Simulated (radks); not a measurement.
# Cu⁶⁺ in [Ar] 3d5: an all-electron calculation

An exercise on one series of results from a longer session: the logs are not shown, and one member is left open.

The numbers are computed with radks (a radial shooting solver on a logarithmic mesh, Libxc functionals) version 1 (scalar-relativistic Kohn-Sham, PBEsol, spin-unpolarised, spherical densities, point nucleus), except any that are marked as measured or tabulated.

**What is computed**

| Item | Value |
| --- | --- |
| element | copper (Z = 29) |
| charge | +6 |
| electrons | 23 |
| configuration | [Ar] 3d5 |

Outer shells as boxes (Hund's rule):

Cu⁶⁺
```
[Ar] core
3d [↑ ][↑ ][↑ ][↑ ][↑ ]
```

The first run:

The run's settings:

```text
Z 29
configuration [Ar] 3d5 4s0 4p0 4d0 4f0
relativity scalar-relativistic
functional pbe_sol,pbe_sol
spin unpolarised
nucleus point
c 137.035999084
```

Run with:

```sh
$ python run_ks.py task.json out
```

This one command runs every case of the session in turn.

One table of the session follows, with a row left open; its other results are not shown here.

It belongs to the step «Radial structure». Radial moments (bohr):

| level | <r> | outermost maximum (interpolated) | 90 % within | nodes |
| --- | --- | --- | --- | --- |
| 1s | 0.05217 | 0.0341 | 0.0932 | 0 |
| 2s | 0.2353 | 0.197 | 0.364 | 1 |
| 2p | 0.2065 | 0.158 | 0.338 | 0 |
| 3s | 0.6838 | 0.604 | 1.01 | 2 |
| 3p | 0.7016 | 0.605 | 1.07 | 1 |
| 3d | ? | ? | ? | ? |
| 4s | 1.674 | 1.56 | 2.40 | 3 |
| 4p | 1.815 | 1.68 | 2.61 | 2 |
| 4d | 2.133 | 1.98 | 3.12 | 1 |

Q: Estimate the row for 3d from the others.

**Answer.** <r>: 0.7278; outermost maximum (interpolated): 0.553; 90 % within: 1.18; nodes: 0. In the column «<r>» it lies between 3p (0.7016) and 4s (1.674).

Caveats from the session: Spin polarisation and multiplet splitting are left out.
